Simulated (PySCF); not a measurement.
**Ways to converge the SCF of CsB**

Do solver options change the result for CsB, or only the number of cycles?

The runs use PySCF 2.14.0; each script names its method and basis.

2 further runs of the same task are left out: 2 that didn't finish.

### 1 Starting geometry

CsB: 2 atoms, charge 0, spin multiplicity 1.

Bond lengths: Cs1–B2 2.869 Å.

### 2 Base script

The input, input.py:

```python
from pyscf import gto, scf
from pyscf.geomopt.geometric_solver import optimize

mol = gto.M(
    atom='Cs 0 0 0; B 0 0 2.869',
    basis='jorge-dzp',
    charge=0,
    spin=0,
    verbose=3,
)
mf = scf.UHF(mol)
mf.kernel()
mol_eq = optimize(mf, maxsteps=30)
print('optimised geometry (angstrom)')
print(mol_eq.tostring('raw'))
print('orbital energies (hartree):', [e[max(0, n-3):n+3].round(4) for e, n in zip(mf.mo_energy, mol.nelec)])
```

Command:

```console
$ OMP_NUM_THREADS=1 python input.py
```

The log of this run is left out.

It gives: at the starting geometry E(SCF) = -7575.407444 Eh, optimised bond 3.699 Å in 8 steps (a long, weak bond or none); the optimisation lowers the energy by 0.927 eV.

No relativity is included for the heavy element.

### 3 Second-order solver on

Variant 1 changes second-order solver: off → on.

The input, input.py:

```python
from pyscf import gto, scf
from pyscf.geomopt.geometric_solver import optimize

mol = gto.M(
    atom='Cs 0 0 0; B 0 0 2.869',
    basis='jorge-dzp',
    charge=0,
    spin=0,
    verbose=3,
)
mf = scf.UHF(mol)
mf = mf.newton()
mf.kernel()
mol_eq = optimize(mf, maxsteps=30)
print('optimised geometry (angstrom)')
print(mol_eq.tostring('raw'))
print('orbital energies (hartree):', [e[max(0, n-3):n+3].round(4) for e, n in zip(mf.mo_energy, mol.nelec)])
```

Command:

```console
$ OMP_NUM_THREADS=1 python input.py
```

### 4 Initial guess sap

Variant 2 changes initial guess: minao → sap.

input.py: that of step 2 with these lines changed.

```diff
@@ -11,2 +11,3 @@
 mf = scf.UHF(mol)
+mf.init_guess = 'sap'
 mf.kernel()
```

Before running it: what results should come out? Wanted: for each run, E(SCF); from base; gap; after the SCF.

**Answer**, as computed:

| run | E(SCF) (hartree) | from base (eV) | gap (eV) | after the SCF |
| --- | --- | --- | --- | --- |
| base | -7575.407444 | 0 | 3.57 | bond 3.699 Å, -0.927 eV |
| second-order solver on | -7575.443867 | -0.9911 | 9.67 | bond 4.338 Å, -0.940 eV |
| initial guess sap | -7575.428641 | -0.5768 | 3.27 | bond 3.089 Å, -0.077 eV |

SCF columns refer to the geometry typed in the script.

In words: Of the runs whose energies can be compared, “second-order solver on” moves the SCF energy most (-0.991 eV). With second-order solver on the SCF ends in another solution, 0.99 eV lower: the path to self-consistency decides the state here. With initial guess sap the SCF ends in another solution, 0.58 eV lower: the path to self-consistency decides the state here.
